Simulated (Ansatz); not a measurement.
**C9H21Al: basis-set convergence**

The task here is to estimate one member of a computed series from the others.

The runs use Ansatz 0.2.0, Gaussian basis; one geometry, several basis sets.

Plan: PBE0-D4/def2-SVP; ωB97M-V/def2-SVP; PBE0-D4/def2-QZVPP; ωB97M-V/def2-QZVPP; the functionals' def2-TZVPP values are taken from earlier runs.

### The geometry

The geometry comes from an earlier relaxation with PBE0-D4 in a triple-zeta def2 set; it is a stationary point, not always the lowest conformer.

SMILES `CC(C)[CH2][Al]([CH3])[CH2]C(C)C`, 31 atoms, charge 0, spin multiplicity 1.

Atoms are counted from 1 here; the program's logs count them from 0.

Bond lengths: C1–C2 1.523 Å, C1–H11 1.095 Å, C1–H12 1.093 Å, C1–H13 1.095 Å, C2–C3 1.524 Å, C2–C4 1.530 Å, C2–H14 1.098 Å, C3–H15 1.093 Å, C3–H16 1.095 Å, C3–H17 1.094 Å, C4–Al5 1.967 Å, C4–H18 1.100 Å, C4–H19 1.101 Å, Al5–C6 1.961 Å, Al5–C7 1.971 Å, C6–H20 1.097 Å, C6–H21 1.094 Å, C6–H22 1.093 Å and more. Angles: C2–C1–H11 111.6°, C2–C1–H12 111.7°, C2–C1–H13 110.5°, H11–C1–H12 107.4°, H11–C1–H13 107.8°, H12–C1–H13 107.7°, C1–C2–C3 110.4°, C1–C2–C4 110.8°, C1–C2–H14 107.5°, C3–C2–C4 112.0°, C3–C2–H14 107.6°, C4–C2–H14 108.4°, C2–C3–H15 111.2°, C2–C3–H16 110.4°, C2–C3–H17 111.7°, H15–C3–H16 107.6°, H15–C3–H17 108.0°, H16–C3–H17 107.8° and more.

The first run:

Input file in.yaml:

```yaml
crystal:
  periodic: [false, false, false]
  atoms:
    - {symbol: C, position_ang: [-1.880646, 0.098664, 2.301016]}
    - {symbol: C, position_ang: [-0.372300, 0.187503, 2.488736]}
    - {symbol: C, position_ang: [-0.031242, 0.404858, 3.957580]}
    - {symbol: C, position_ang: [0.223396, 1.277295, 1.596042]}
    - {symbol: Al, position_ang: [0.013753, 1.050717, -0.346935]}
    - {symbol: C, position_ang: [0.308521, 2.590506, -1.524271]}
    - {symbol: C, position_ang: [-0.466154, -0.692560, -1.131002]}
    - {symbol: C, position_ang: [0.339145, -1.042548, -2.385559]}
    - {symbol: C, position_ang: [-0.067498, -2.388662, -2.970738]}
    - {symbol: C, position_ang: [1.832588, -1.019974, -2.086944]}
    - {symbol: H, position_ang: [-2.144574, -0.134434, 1.264128]}
    - {symbol: H, position_ang: [-2.322126, -0.676339, 2.933100]}
    - {symbol: H, position_ang: [-2.355897, 1.050359, 2.561594]}
    - {symbol: H, position_ang: [0.055813, -0.778473, 2.188243]}
    - {symbol: H, position_ang: [1.050411, 0.440225, 4.110321]}
    - {symbol: H, position_ang: [-0.446211, 1.354999, 4.309563]}
    - {symbol: H, position_ang: [-0.436048, -0.391548, 4.589408]}
    - {symbol: H, position_ang: [-0.188817, 2.254700, 1.887993]}
    - {symbol: H, position_ang: [1.303152, 1.369393, 1.791140]}
    - {symbol: H, position_ang: [-0.604284, 3.196164, -1.583441]}
    - {symbol: H, position_ang: [1.093390, 3.253778, -1.148149]}
    - {symbol: H, position_ang: [0.566838, 2.307217, -2.548250]}
    - {symbol: H, position_ang: [-0.332690, -1.485245, -0.381465]}
    - {symbol: H, position_ang: [-1.539667, -0.700637, -1.368132]}
    - {symbol: H, position_ang: [0.141893, -0.275409, -3.146111]}
    - {symbol: H, position_ang: [0.122849, -3.191604, -2.251197]}
    - {symbol: H, position_ang: [-1.133336, -2.406488, -3.211134]}
    - {symbol: H, position_ang: [0.489244, -2.618674, -3.884265]}
    - {symbol: H, position_ang: [2.078795, -1.737581, -1.297434]}
    - {symbol: H, position_ang: [2.164646, -0.028934, -1.751613]}
    - {symbol: H, position_ang: [2.429357, -1.274568, -2.966726]}
basis:
  gaussian: {orbitals: def2-SVP}
hamiltonian: {xc: pbe0, dispersion: d4}
output: {orbitals: {seedname: orbitals}}
```

Among the steps run: PBE0-D4 in def2-SVP; ωB97M-V in def2-SVP; PBE0-D4 in def2-QZVPP; ωB97M-V in def2-QZVPP.

One of the session's tables, all rows but one given; the rest of the session is left out.

It belongs to the step «Density functionals: the series». 

| functional | basis | HOMO (eV) | LUMO (eV) |
| --- | --- | --- | --- |
| PBE0-D4 | def2-SVP | -6.90 | -0.27 |
| PBE0-D4 | def2-TZVPP | -6.91 | -0.33 |
| PBE0-D4 | def2-QZVPP | -6.92 | -0.37 |
| ωB97M-V | def2-SVP | ? | ? |
| ωB97M-V | def2-TZVPP | -9.12 | 1.24 |
| ωB97M-V | def2-QZVPP | -9.12 | 0.94 |

**Question.** Estimate the row for ωB97M-V, def2-SVP.

**Answer.** HOMO (eV): -9.11; LUMO (eV): 1.39. In the column «HOMO (eV)» it lies between ωB97M-V, def2-QZVPP (-9.12) and PBE0-D4, def2-QZVPP (-6.92).
